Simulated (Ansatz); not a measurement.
**CH4ClGeN: small, medium and large basis sets**

An exercise on one series of results from a longer session: the logs are not shown, and one member is left open.

Computed with Ansatz 0.2.0, Gaussian basis. Level: one geometry, several basis sets.

Plan: PBE0-D4/def2-SVP; ωB97M-V/def2-SVP; PBE0-D4/def2-QZVPP; ωB97M-V/def2-QZVPP; the functionals' def2-TZVPP values are taken from earlier runs.

## The relaxed structure

An earlier PBE0-D4 in a triple-zeta def2 set relaxation fixed the geometry.

SMILES `N=[C](Cl)[GeH3]`, 8 atoms, charge 0, spin multiplicity 1.

Atoms are counted from 1 here; the program's logs count them from 0.

Bond lengths: N1–C2 1.250 Å, N1–H5 1.019 Å, C2–Cl3 1.756 Å, C2–Ge4 1.976 Å, Ge4–H6 1.532 Å, Ge4–H7 1.537 Å, Ge4–H8 1.532 Å. Angles: C2–N1–H5 111.1°, N1–C2–Cl3 118.0°, N1–C2–Ge4 129.4°, Cl3–C2–Ge4 112.6°, C2–Ge4–H6 108.7°, C2–Ge4–H7 106.5°, C2–Ge4–H8 108.7°, H6–Ge4–H7 111.1°, H6–Ge4–H8 110.7°, H7–Ge4–H8 111.1°.

Coordinates:

```xyz
8

N     1.7451    0.5622   -0.6011
C     0.9335    0.0977    0.2289
Cl    1.5416   -0.3462    1.8152
Ge   -1.0049   -0.2323    0.0383
H     1.2833    0.7835   -1.4826
H    -1.7506    0.6021    1.0843
H    -1.3838    0.2017   -1.3868
H    -1.2720   -1.7259    0.2481
```

The first run:

File in.yaml:

```yaml
crystal:
  periodic: [false, false, false]
  atoms:
    - {symbol: N, position_ang: [1.745091, 0.562221, -0.601114]}
    - {symbol: C, position_ang: [0.933508, 0.097741, 0.228920]}
    - {symbol: Cl, position_ang: [1.541647, -0.346220, 1.815154]}
    - {symbol: Ge, position_ang: [-1.004947, -0.232252, 0.038325]}
    - {symbol: H, position_ang: [1.283328, 0.783499, -1.482633]}
    - {symbol: H, position_ang: [-1.750571, 0.602145, 1.084289]}
    - {symbol: H, position_ang: [-1.383823, 0.201733, -1.386833]}
    - {symbol: H, position_ang: [-1.272032, -1.725867, 0.248094]}
basis:
  gaussian: {orbitals: def2-SVP}
hamiltonian: {xc: pbe0, dispersion: d4}
output: {orbitals: {seedname: orbitals}}
```

Launch:

```console
$ ansatz run in.yaml --threads 4 --pin off --events-out ev --progress --plain --max-ram 10444MiB
```

Among the steps run: PBE0-D4 in def2-SVP; ωB97M-V in def2-SVP; PBE0-D4 in def2-QZVPP; ωB97M-V in def2-QZVPP.

One of the session's tables, all rows but one given; the rest of the session is left out.

It belongs to the step «Density functionals: the series». 

| functional | basis | HOMO (eV) |
| --- | --- | --- |
| PBE0-D4 | def2-SVP | -7.76 |
| PBE0-D4 | def2-TZVPP | ? |
| PBE0-D4 | def2-QZVPP | -7.95 |
| ωB97M-V | def2-SVP | -9.95 |
| ωB97M-V | def2-TZVPP | -10.14 |
| ωB97M-V | def2-QZVPP | -10.18 |

Estimate the missing values for PBE0-D4, def2-TZVPP.

As computed: HOMO (eV): -7.91. In the column «HOMO (eV)» it lies between PBE0-D4, def2-QZVPP (-7.95) and PBE0-D4, def2-SVP (-7.76).
